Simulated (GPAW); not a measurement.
Crystal: PtSe.

```
Pt Se
1.0
     3.70187    0.00000    0.00000
    -1.85094    3.20591    0.00000
     0.00000    0.00000    3.61284
Pt Se
1 1
Direct
  0.00000 0.00000 0.00000
  0.66667 0.33333 0.50000
```

The cell comes from a database or a generator and needn't be the stable form of this composition.

Base run:

* Program: GPAW 26.7.0
* Functional: BLYP
* Potentials or basis: PAW data sets generated in the run's folder for this functional
* Cutoff: 600 eV
* Basis: pw
* k mesh: 8 × 8 × 7
* Occupations: fermi-dirac, width 0.05 eV
* Spin: no spin polarisation

Its results: band gap on the k mesh none (metal or under the smearing width); pressure -4.5 GPa.

Task: The run is repeated on the same cell with these changes: functional from BLYP to AM05. What comes out?

Result: Band gap on the k mesh none (metal or under the smearing width); pressure -16.2 GPa.

AM05 binds more tightly than BLYP, so the same cell stands under less pressure.

Not every run made on this cell is shown here.
